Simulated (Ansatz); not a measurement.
# CoO: magnetic states

An exercise on one series of results from a longer session: the logs are not shown, and one member is left open.

Computed with Ansatz 0.2.0 (DFT PBE, scalar-relativistic, plane waves, PAW, unless a step's input says otherwise).

3 further runs of the same task are left out: 2 that didn't finish, 1 set aside as unsound or not needed.

## The system as given

The structure is trigonal, space group R-3m (No. 166). The conventional cell has a = 3.011 Å, b = 3.011 Å, c = 7.320 Å, α = 90.00°, β = 90.00°, γ = 120.00°. Co (site symmetry -3m) has 6 O at 2.12 Å as nearest neighbours. O (site symmetry -3m) has 6 Co at 2.12 Å as nearest neighbours.

Coordinates:

```xyz
2
Lattice="1.5055 0.8692 2.4399 -1.5055 0.8692 2.4399 0.0000 -1.7384 2.4399" Properties=species:S:1:pos:R:3 pbc="T T T"
Co    0.0000    0.0000    0.0000
O     0.0000    0.0000    3.6599
```

Source of the structure: the Materials Project (structure only). It is taken as it stands there.

## The base input

The input, input.yaml:

```yaml
crystal:
  lattice:
    - [1.5054695445, 0.8691832468, 2.4399269062]
    - [-1.5054695445, 0.8691832468, 2.4399269062]
    - [0.0, -1.7383664936, 2.4399269062]
  atoms:
    - { symbol: Co, position: [0.0, 0.0, 0.0], spin: 2.62 }
    - { symbol: O, position: [0.5, 0.5, 0.5], spin: 0.29 }
basis:
  ecutwfc: 420
kpoints:
  mp_grid: { grid: [18, 18, 18] }
hamiltonian:
  xc: pbe
scf:
  occupations: { method: gaussian, width: 0.1 }
output:
  forces: true
  stress: true
  eigenvalues: true
  populations: true
  write_density: true
  write_potential: true
  elf: true
  volumetric_format: npy
magnetization:
  spin_polarized: true
```

Its results, from an earlier run: -2846.0497 eV/atom at zero smearing, pressure 0.08 GPa, largest force 0.000 eV/Å, no gap on the mesh, site moments Co +2.49, O +0.32 μB, in 12 SCF cycles and 33 s.

The first run:

The input, input.yaml:

```yaml
crystal:
  lattice:
    - [1.5054695445, 0.8691832468, 2.4399269062]
    - [-1.5054695445, 0.8691832468, 2.4399269062]
    - [0.0, -1.7383664936, 2.4399269062]
  atoms:
    - { symbol: Co, position: [0.0, 0.0, 0.0] }
    - { symbol: O, position: [0.5, 0.5, 0.5] }
basis:
  ecutwfc: 420
kpoints:
  mp_grid: { grid: [18, 18, 18] }
hamiltonian:
  xc: pbe
scf:
  occupations: { method: gaussian, width: 0.1 }
  lower_state_search: "off"
output:
  forces: true
  stress: true
  eigenvalues: true
```

Started as:

```console
$ ansatz run input.yaml --threads 1 --pin off --max-ram 2560MiB --backend cpu --events-out ev --progress --plain --runs-dir out
```

Steps of the session up to this table: Start: no spin polarisation; Start: ferromagnetic; Start: large parallel starting moments; Start: ferrimagnetic in the cell, signs +-; Start: antiferromagnetic, doubled cell, propagation vector (0, 0, 1/2); Start: antiferromagnetic, doubled cell, propagation vector (0, 1/2, 1/2); Magnetic start: antiferromagnetic, doubled cell, propagation vector (1/2, 1/2, 1/2); Start: small parallel starting moments.

One of the session's tables, all rows but one given; the rest of the session is left out.

It belongs to the step «The magnetic starts in order of energy». 

```
                                                              start  energy above the lowest (meV/atom)  pressure (GPa)
    antiferromagnetic, doubled cell, propagation vector (0, 0, 1/2)                                0.00            -2.4
antiferromagnetic, doubled cell, propagation vector (1/2, 1/2, 1/2)                                3.44            -1.9
                                                      ferromagnetic                                73.4             0.1
                                    large parallel starting moments                                73.4             0.1
                                ferrimagnetic in the cell, signs +-                                73.4             0.1
                                    small parallel starting moments                                73.4             0.1
  antiferromagnetic, doubled cell, propagation vector (0, 1/2, 1/2)                                   ?               ?
                                                            no spin                                 311           -18.3
```

**Question.** Estimate the row for antiferromagnetic, doubled cell, propagation vector (0, 1/2, 1/2).

**Answer.** energy above the lowest (meV/atom): 101; pressure (GPa): -2.4. In the column «energy above the lowest (meV/atom)» it lies between small parallel starting moments (73.4) and no spin (311).

Limits of these values: Only these starts were tried, so a lower state is not ruled out. Without a U such compounds often come out metallic though many are antiferromagnetic insulators. Warnings in the runs' records: seeded moment not kept.
